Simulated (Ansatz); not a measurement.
Relaxation of a periodic cell of 33 atoms, Al$_{32}$H (host Al, host structure fcc, interstitial H), to a largest force component of 0.03 eV/Å in at most 60 steps.

All numbers below come from Ansatz, DFT LDA, scalar-relativistic, plane waves, PAW. Settings: cutoff 420 eV, k mesh 3x3x3, gaussian smearing 0.15 eV, no spin polarisation.

```xyz
33
Lattice="8.1000 0.0000 0.0000 0.0000 8.1000 0.0000 0.0000 0.0000 8.1000" Properties=species:S:1:pos:R:3
Al 4.050 0.000 0.000
Al 6.075 2.025 0.000
Al 6.075 0.000 2.025
Al 0.000 0.000 0.000
Al 2.025 2.025 0.000
Al 4.050 4.050 0.000
Al 6.075 6.075 0.000
Al 2.025 0.000 2.025
Al 4.050 2.025 2.025
Al 6.075 4.050 2.025
Al 4.050 0.000 4.050
Al 6.075 2.025 4.050
Al 6.075 0.000 6.075
Al 0.000 4.050 0.000
Al 2.025 6.075 0.000
Al 0.000 2.025 2.025
Al 2.025 4.050 2.025
Al 4.050 6.075 2.025
Al 0.000 0.000 4.050
Al 2.025 2.025 4.050
Al 4.050 4.050 4.050
Al 6.075 6.075 4.050
Al 2.025 0.000 6.075
Al 4.050 2.025 6.075
Al 6.075 4.050 6.075
Al 0.000 6.075 2.025
Al 0.000 4.050 4.050
Al 2.025 6.075 4.050
Al 0.000 2.025 6.075
Al 2.025 4.050 6.075
Al 4.050 6.075 6.075
Al 0.000 6.075 6.075
H 5.116 5.018 3.040
```

**Question.** Where does it end, and by what steps?

**Answer.** It converged. Limits of this set-up: coarse k mesh, odd electron count without spin, a small cell, in which the defect meets its images, a typed lattice constant that wasn't relaxed here. After 3 steps the energy has fallen by 0.322 eV; Al10 moved furthest, 0.14 Å.

```tsv
step	energy less start (eV)	largest force component (eV/Å)	accepted
0	0.0000	0.874	yes
1	-0.2937	0.241	yes
2	-0.3201	0.064	yes
3	-0.3216	0.002	yes
```

```xyz
33
Lattice="8.1000 0.0000 0.0000 0.0000 8.1000 0.0000 0.0000 0.0000 8.1000" Properties=species:S:1:pos:R:3
Al 4.046 0.018 -0.019
Al 6.082 2.004 -0.020
Al 6.072 -0.009 2.030
Al 0.001 -0.002 0.001
Al 2.027 2.024 0.001
Al 4.056 4.053 0.008
Al 6.072 6.069 0.008
Al 2.007 0.018 2.020
Al 4.056 2.031 2.030
Al 6.154 3.971 1.947
Al 4.056 -0.009 4.046
Al 6.072 2.031 4.045
Al 6.082 0.019 6.095
Al 0.021 4.043 -0.020
Al 2.007 6.079 -0.019
Al 0.021 2.004 2.020
Al 2.034 4.053 2.030
Al 3.975 6.150 1.949
Al 0.021 0.019 4.056
Al 2.007 2.004 4.056
Al 3.974 3.972 4.127
Al 6.153 6.151 4.127
Al 2.027 -0.002 6.075
Al 4.046 2.004 6.095
Al 6.072 4.053 6.067
Al -0.006 6.069 2.030
Al -0.006 4.054 4.045
Al 2.034 6.069 4.046
Al 0.001 2.024 6.075
Al 2.007 4.043 6.095
Al 4.056 6.069 6.068
Al 0.021 6.079 6.095
H 5.066 5.060 3.038
```

Whether the end is a true minimum wasn't checked by a vibrational analysis.

The run took 26 s on 4 threads of Intel(R) Xeon(R) 6975P-C (Granite Rapids), with other jobs on the host, peak memory 1.4 GiB.
